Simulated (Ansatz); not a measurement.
# C2H7AlO2: basis-set convergence

An exercise on one series of results from a longer session: the logs are not shown, and one member is left open.

Program: Ansatz 0.2.0, Gaussian basis. Level of theory: one geometry, several basis sets. These are calculated values, not measurements.

Plan: PBE0-D4/def2-SVP; ωB97M-V/def2-SVP; PBE0-D4/def2-QZVPP; ωB97M-V/def2-QZVPP; the functionals' def2-TZVPP values are taken from earlier runs.

### The relaxed structure

The geometry comes from an earlier relaxation with PBE0-D4 in a triple-zeta def2 set; it is a stationary point, not always the lowest conformer.

SMILES `C[O][AlH][O]C`, 12 atoms, charge 0, spin multiplicity 1.

Atoms are counted from 1 here; the program's logs count them from 0.

Bond lengths: C1–O2 1.393 Å, C1–H6 1.095 Å, C1–H7 1.097 Å, C1–H8 1.095 Å, O2–Al3 1.679 Å, Al3–O4 1.679 Å, Al3–H9 1.565 Å, O4–C5 1.393 Å, C5–H10 1.095 Å, C5–H11 1.095 Å, C5–H12 1.097 Å. Angles: O2–C1–H6 110.3°, O2–C1–H7 112.8°, O2–C1–H8 110.2°, H6–C1–H7 107.9°, H6–C1–H8 107.8°, H7–C1–H8 107.8°, C1–O2–Al3 140.8°, O2–Al3–O4 123.8°, O2–Al3–H9 118.1°, O4–Al3–H9 118.1°, Al3–O4–C5 140.8°, O4–C5–H10 110.2°, O4–C5–H11 110.3°, O4–C5–H12 112.8°, H10–C5–H11 107.8°, H10–C5–H12 107.8°, H11–C5–H12 107.9°.

The first run:

Input file in.yaml:

```yaml
crystal:
  periodic: [false, false, false]
  atoms:
    - {symbol: C, position_ang: [-1.929809, -0.759707, 0.109302]}
    - {symbol: O, position_ang: [-0.755220, -1.417920, 0.466641]}
    - {symbol: Al, position_ang: [0.904015, -1.171026, 0.536706]}
    - {symbol: O, position_ang: [1.655745, 0.254709, 0.066599]}
    - {symbol: C, position_ang: [1.356354, 1.512363, -0.452335]}
    - {symbol: H, position_ang: [-2.421375, -1.282520, -0.718224]}
    - {symbol: H, position_ang: [-1.756806, 0.277473, -0.203272]}
    - {symbol: H, position_ang: [-2.625719, -0.743808, 0.954836]}
    - {symbol: H, position_ang: [1.801166, -2.336553, 1.070395]}
    - {symbol: H, position_ang: [1.911716, 1.679297, -1.381439]}
    - {symbol: H, position_ang: [1.648086, 2.294811, 0.256509]}
    - {symbol: H, position_ang: [0.288846, 1.637780, -0.671620]}
basis:
  gaussian: {orbitals: def2-SVP}
hamiltonian: {xc: pbe0, dispersion: d4}
output: {orbitals: {seedname: orbitals}}
```

Launch:

```console
$ ansatz run in.yaml --threads 4 --pin off --events-out ev --progress --plain --max-ram 10444MiB
```

Steps of the session up to this table: PBE0-D4 in def2-SVP; ωB97M-V in def2-SVP; PBE0-D4 in def2-QZVPP; ωB97M-V in def2-QZVPP.

One table of the session follows, with a row left open; its other results are not shown here.

It belongs to the step «Functionals by basis». 

```
functional       basis  HOMO (eV)  LUMO (eV)
   PBE0-D4    def2-SVP      -7.84       0.21
   PBE0-D4  def2-TZVPP      -7.97      -0.04
   PBE0-D4  def2-QZVPP      -8.00      -0.20
   ωB97M-V    def2-SVP     -10.22       1.87
   ωB97M-V  def2-TZVPP     -10.38       1.47
   ωB97M-V  def2-QZVPP          ?          ?
```

**Question.** Estimate the row for ωB97M-V, def2-QZVPP.

As computed: HOMO (eV): -10.41; LUMO (eV): 0.93. In the column «HOMO (eV)» it is the lowest.
